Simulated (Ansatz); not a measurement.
**CH₆BNS: how energies converge with the basis set**

One table from this session's results is given with a row withheld; the runs are named, their logs left out.

Computed with Ansatz 0.2.0, Gaussian basis. Level: one geometry, several basis sets.

Plan: PBE0-D4/def2-SVP; ωB97M-V/def2-SVP; PBE0-D4/def2-QZVPP; ωB97M-V/def2-QZVPP; the functionals' def2-TZVPP values are taken from earlier runs.

### Structure used throughout

All runs share one geometry, relaxed beforehand with PBE0-D4 in a triple-zeta def2 set.

SMILES `BSCN`, 10 atoms, charge 0, spin multiplicity 1.

Atoms are counted from 1 here; the program's logs count them from 0.

Bond lengths: B1–S2 1.757 Å, B1–H5 1.193 Å, B1–H6 1.192 Å, S2–C3 1.823 Å, C3–N4 1.441 Å, C3–H7 1.098 Å, C3–H8 1.090 Å, N4–H9 1.012 Å, N4–H10 1.013 Å. Angles: S2–B1–H5 116.3°, S2–B1–H6 120.7°, H5–B1–H6 122.9°, B1–S2–C3 103.7°, S2–C3–N4 111.2°, S2–C3–H7 104.5°, S2–C3–H8 107.9°, N4–C3–H7 115.5°, N4–C3–H8 109.2°, H7–C3–H8 108.1°, C3–N4–H9 111.1°, C3–N4–H10 110.6°, H9–N4–H10 108.1°.

Coordinates:

```xyz
10
CH6BNS
B    -1.1328    1.6118    0.0681
S    -1.2569   -0.0266    0.6905
C     0.4331   -0.6855    0.5132
N     0.7665   -0.9022   -0.8720
H    -2.1401    2.2505    0.0564
H    -0.0851    2.0467   -0.2976
H     0.4480   -1.5810    1.1487
H     1.1229    0.0438    0.9385
H     0.1911   -1.6303   -1.2765
H     1.7364   -1.1783   -0.9663
```

Set-up of the first run:

File in.yaml:

```yaml
crystal:
  periodic: [false, false, false]
  atoms:
    - {symbol: B, position_ang: [-1.132817, 1.611762, 0.068131]}
    - {symbol: S, position_ang: [-1.256941, -0.026596, 0.690463]}
    - {symbol: C, position_ang: [0.433135, -0.685501, 0.513205]}
    - {symbol: N, position_ang: [0.766470, -0.902180, -0.871967]}
    - {symbol: H, position_ang: [-2.140063, 2.250510, 0.056382]}
    - {symbol: H, position_ang: [-0.085114, 2.046726, -0.297584]}
    - {symbol: H, position_ang: [0.448002, -1.580980, 1.148738]}
    - {symbol: H, position_ang: [1.122949, 0.043833, 0.938502]}
    - {symbol: H, position_ang: [0.191063, -1.630329, -1.276518]}
    - {symbol: H, position_ang: [1.736414, -1.178346, -0.966250]}
basis:
  gaussian: {orbitals: def2-SVP}
hamiltonian: {xc: pbe0, dispersion: d4}
output: {orbitals: {seedname: orbitals}}
```

Run with:

```
> ansatz run in.yaml --threads 2 --pin off --events-out ev --progress --plain --max-ram 4352MiB
```

Steps of the session up to this table: PBE0-D4 in def2-SVP; ωB97M-V in def2-SVP; PBE0-D4 in def2-QZVPP; ωB97M-V in def2-QZVPP.

One table of the session follows, with a row left open; its other results are not shown here.

It belongs to the step «Density functionals: the series». 

```
functional       basis  HOMO (eV)
   PBE0-D4    def2-SVP      -7.05
   PBE0-D4  def2-TZVPP          ?
   PBE0-D4  def2-QZVPP      -7.34
   ωB97M-V    def2-SVP      -9.40
   ωB97M-V  def2-TZVPP      -9.64
   ωB97M-V  def2-QZVPP      -9.69
```

**Question.** Estimate the row for PBE0-D4, def2-TZVPP.

As computed: HOMO (eV): -7.30. In the column «HOMO (eV)» it lies between PBE0-D4, def2-QZVPP (-7.34) and PBE0-D4, def2-SVP (-7.05).
